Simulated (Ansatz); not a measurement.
# Li started on a La site and La started on a Ga site in perovskite LaGaO3, 40 atoms, charge 0

Aim: let the atoms about the defect relax, then read the frontier levels by PBEsol, HSE06 and r²SCAN.

All numbers are computed with Ansatz 0.2.0 (PAW, plane waves).

### Step 1. The system as built

40 atoms (8 La, 1 Li, 7 Ga, 24 O); a = 7.729 Å, b = 7.729 Å, c = 7.729 Å, α = 90.00°, β = 90.00°, γ = 90.00°. All atoms were shaken off their sites by about 0.02 Å along each axis. Defect site 1: (0.500, 0.500, 0.500). Defect site 2: (0.250, 0.250, 0.250).

The runs, in order: (2) PBEsol relaxation at the single k point (¼, ¼, ¼), on 7 threads of Arm Neoverse-V2; (3) HSE06 single point at the single k point (¼, ¼, ¼), on 7 threads of Arm Neoverse-V2; (4) r²SCAN single point at the single k point (¼, ¼, ¼), on 7 threads of Arm Neoverse-V2.

### Step 2. PBEsol relaxation in the fixed cell

File in.yaml:

```yaml
crystal:
  lattice:
    - [7.729308, 0.000000, 0.000000]
    - [0.000000, 7.729308, 0.000000]
    - [0.000000, 0.000000, 7.729308]
  atoms:
    - { symbol: La, position: [0.996453, 0.001974, 0.004787] }
    - { symbol: La, position: [0.997151, 0.997594, 0.494142] }
    - { symbol: La, position: [0.000138, 0.500343, 0.999482] }
    - { symbol: La, position: [0.004511, 0.502442, 0.501953] }
    - { symbol: La, position: [0.500523, 0.001712, 0.996974] }
    - { symbol: La, position: [0.496707, 0.004936, 0.502203] }
    - { symbol: La, position: [0.502655, 0.497945, 0.999549] }
    - { symbol: La, position: [0.253418, 0.249387, 0.248496] }
    - { symbol: Li, position: [0.498802, 0.501916, 0.503026] }
    - { symbol: Ga, position: [0.247524, 0.249907, 0.748081] }
    - { symbol: Ga, position: [0.250954, 0.750928, 0.250776] }
    - { symbol: Ga, position: [0.251713, 0.748492, 0.755172] }
    - { symbol: Ga, position: [0.750488, 0.246425, 0.245412] }
    - { symbol: Ga, position: [0.749226, 0.250176, 0.748930] }
    - { symbol: Ga, position: [0.746737, 0.754685, 0.252000] }
    - { symbol: Ga, position: [0.746231, 0.750069, 0.750835] }
    - { symbol: O, position: [0.249866, 0.251047, 0.001724] }
    - { symbol: O, position: [0.255670, 0.253721, 0.501759] }
    - { symbol: O, position: [0.249172, 0.751102, 0.996563] }
    - { symbol: O, position: [0.252910, 0.752125, 0.499435] }
    - { symbol: O, position: [0.749882, 0.250026, 0.002901] }
    - { symbol: O, position: [0.748466, 0.247692, 0.494464] }
    - { symbol: O, position: [0.754804, 0.748747, 0.999850] }
    - { symbol: O, position: [0.748136, 0.749959, 0.500015] }
    - { symbol: O, position: [0.999311, 0.251613, 0.253102] }
    - { symbol: O, position: [0.997309, 0.248933, 0.747261] }
    - { symbol: O, position: [0.000678, 0.747039, 0.246240] }
    - { symbol: O, position: [0.999046, 0.750690, 0.756661] }
    - { symbol: O, position: [0.499364, 0.252001, 0.249229] }
    - { symbol: O, position: [0.501444, 0.252554, 0.753169] }
    - { symbol: O, position: [0.500580, 0.752837, 0.249895] }
    - { symbol: O, position: [0.500137, 0.752017, 0.753969] }
    - { symbol: O, position: [0.246635, 0.995761, 0.252106] }
    - { symbol: O, position: [0.250914, 0.004584, 0.753361] }
    - { symbol: O, position: [0.253843, 0.496624, 0.249689] }
    - { symbol: O, position: [0.245641, 0.499309, 0.752929] }
    - { symbol: O, position: [0.750344, 0.003919, 0.244977] }
    - { symbol: O, position: [0.744840, 0.997735, 0.750789] }
    - { symbol: O, position: [0.748102, 0.498684, 0.251816] }
    - { symbol: O, position: [0.754303, 0.497867, 0.750357] }
  symmetry: { detect: false }
kpoints:
  mp_grid: { grid: [1, 1, 1], shift: [0.25, 0.25, 0.25] }
hamiltonian:
  xc: pbesol
scf:
  occupations: { method: fermi_dirac, width: 0.01 }
relax:
  f_tol: 0.03
  max_steps: 80
  escape_saddle: false
  adjacent_minimum: "off"
output:
  forces: true
  eigenvalues: true
  populations: true
```

Run with:

```
$ ansatz run in.yaml --threads 7 --pin off --max-ram 13300MiB --runs-dir r --events-out ev --progress --plain
```

Further steps of the session: Single point with HSE06; r²SCAN on the same atoms.

Q: Predict the outcome of this session. Wanted: for each run, top filled to lowest empty.

**Answer**, as computed:

```
             level                     time  top filled to lowest empty (eV)
PBEsol, relaxation  2.9 min (7 CPU threads)                             3.24
             HSE06  2.1 min (7 CPU threads)                             5.21
            r²SCAN     16 s (7 CPU threads)                             3.78
```

```
     quantity                              value
   relaxation  37 recorded steps, 9.93 eV gained
largest shift                       1.18 Å (O18)
```

**What this shows.** Relaxation gains 9.93 eV, with shifts up to 1.18 Å (O18). At the same k points, PBEsol gives a spacing 1.98 eV smaller and r²SCAN gives a spacing 1.44 eV smaller than the 5.21 eV of HSE06. In a defect cell this spacing can involve defect levels, so it need not be the gap. The price of HSE06 is about 7.9 times the time of r²SCAN here.
